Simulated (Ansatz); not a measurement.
# B2Cl2H6N2: up Jacob's ladder to CCSD(T)

One table from this session's results is given with a row withheld; the runs are named, their logs left out.

The runs use Ansatz 0.2.0, Gaussian basis; functionals in def2-TZVPP, the program's frozen cores in correlated methods.

The runs, in order: LDA (SPW92), PBE-D4, revPBE-D4, BLYP-D4, r2SCAN-D4, B97M-V, PBE0-D4, B3LYP-D4, r2SCANh-D4, r2SCAN0-D4, HSE06-D4, BHLYP-D4, CAM-B3LYP-D4, LC-ωPBE, ωB97X-V, ωB97M-V, B2PLYP, PBE-QIDH; CCSD(T)/def2-SVP; CCSD(T)/def2-TZVPP; MP2/def2-QZVPP; extrapolation to the limit; RPA on PBE.

### The relaxed structure

All runs share one geometry, relaxed beforehand with PBE0-D4 in a triple-zeta def2 set.

SMILES `Cl[B@H-]1[NH2+][B@@H-](Cl)[NH2+]1`, 12 atoms, charge 0, spin multiplicity 1.

Atoms are counted from 1 here; the program's logs count them from 0.

Bond lengths: Cl1–B2 1.826 Å, B2–N3 1.588 Å, B2–N6 1.588 Å, B2–H7 1.198 Å, N3–B4 1.588 Å, N3–H8 1.015 Å, N3–H9 1.011 Å, B4–Cl5 1.826 Å, B4–N6 1.588 Å, B4–H10 1.198 Å, N6–H11 1.011 Å, N6–H12 1.015 Å. Angles: Cl1–B2–N3 112.8°, Cl1–B2–N6 112.8°, Cl1–B2–H7 114.1°, N3–B2–N6 91.4°, N3–B2–H7 111.9°, N6–B2–H7 111.9°, B2–N3–B4 87.1°, B2–N3–H8 113.3°, B2–N3–H9 116.5°, B4–N3–H8 113.3°, B4–N3–H9 116.5°, H8–N3–H9 108.9°, N3–B4–Cl5 112.8°, N3–B4–N6 91.4°, N3–B4–H10 111.9°, Cl5–B4–N6 112.8°, Cl5–B4–H10 114.1°, N6–B4–H10 111.9° and more.

The first run:

File in.yaml:

```yaml
crystal:
  periodic: [false, false, false]
  atoms:
    - {symbol: Cl, position_ang: [-1.077387, -2.043931, -1.225634]}
    - {symbol: B, position_ang: [-0.533829, -0.961153, 0.139943]}
    - {symbol: N, position_ang: [0.998326, -0.557989, 0.032652]}
    - {symbol: B, position_ang: [0.530116, 0.949519, 0.205206]}
    - {symbol: Cl, position_ang: [1.202894, 2.051082, -1.085761]}
    - {symbol: N, position_ang: [-0.984116, 0.548961, -0.055959]}
    - {symbol: H, position_ang: [-0.812246, -1.372509, 1.230020]}
    - {symbol: H, position_ang: [1.402132, -0.751725, -0.878266]}
    - {symbol: H, position_ang: [1.612484, -0.924370, 0.747147]}
    - {symbol: H, position_ang: [0.701138, 1.345270, 1.322852]}
    - {symbol: H, position_ang: [-1.664977, 0.905648, 0.600648]}
    - {symbol: H, position_ang: [-1.297735, 0.755796, -0.998947]}
basis:
  gaussian: {orbitals: def2-TZVPP}
hamiltonian: {xc: lda}
output: {orbitals: {seedname: orbitals}}
```

Run with:

```sh
$ ansatz run in.yaml --threads 4 --pin off --events-out ev --progress --plain --max-ram 11315MiB
```

Steps of the session up to this table: LDA; PBE-D4 (GGA); revPBE-D4 (GGA); BLYP-D4 (GGA); r2SCAN-D4 (meta-GGA); B97M-V (meta-GGA); B3LYP-D4 (hybrid); r2SCANh-D4 (hybrid); r2SCAN0-D4 (hybrid); HSE06-D4 (hybrid); BHLYP-D4 (hybrid); CAM-B3LYP-D4 (range-separated); LC-ωPBE (range-separated); ωB97X-V (range-separated); ωB97M-V (range-separated); B2PLYP (double hybrid); PBE-QIDH (double hybrid).

One table of the session follows, with a row left open; its other results are not shown here.

It belongs to the step «Orbital energies across the functionals». 

```
  functional  HOMO (eV)  LUMO (eV)  gap (eV)
 LDA (SPW92)          ?          ?         ?
      PBE-D4      -6.59      -0.35      6.25
   revPBE-D4      -6.55      -0.28      6.26
     BLYP-D4      -6.47      -0.36      6.11
   r2SCAN-D4      -6.92       0.30      7.22
      B97M-V      -7.03      -0.17      6.86
     PBE0-D4      -7.96       0.46      8.43
    B3LYP-D4      -7.73       0.13      7.86
  r2SCANh-D4      -7.42       0.56      7.98
  r2SCAN0-D4      -8.18       0.91      9.09
    HSE06-D4      -7.56       0.10      7.66
    BHLYP-D4      -9.24       1.06     10.30
CAM-B3LYP-D4      -9.35       1.21     10.57
     LC-ωPBE     -10.74       2.49     13.22
     ωB97X-V     -10.38       2.29     12.67
     ωB97M-V     -10.23       1.80     12.03
```

**Question.** Estimate the row for LDA (SPW92).

As computed: HOMO (eV): -6.70; LUMO (eV): -0.49; gap (eV): 6.21. In the column «HOMO (eV)» it lies between r2SCAN-D4 (-6.92) and PBE-D4 (-6.59).
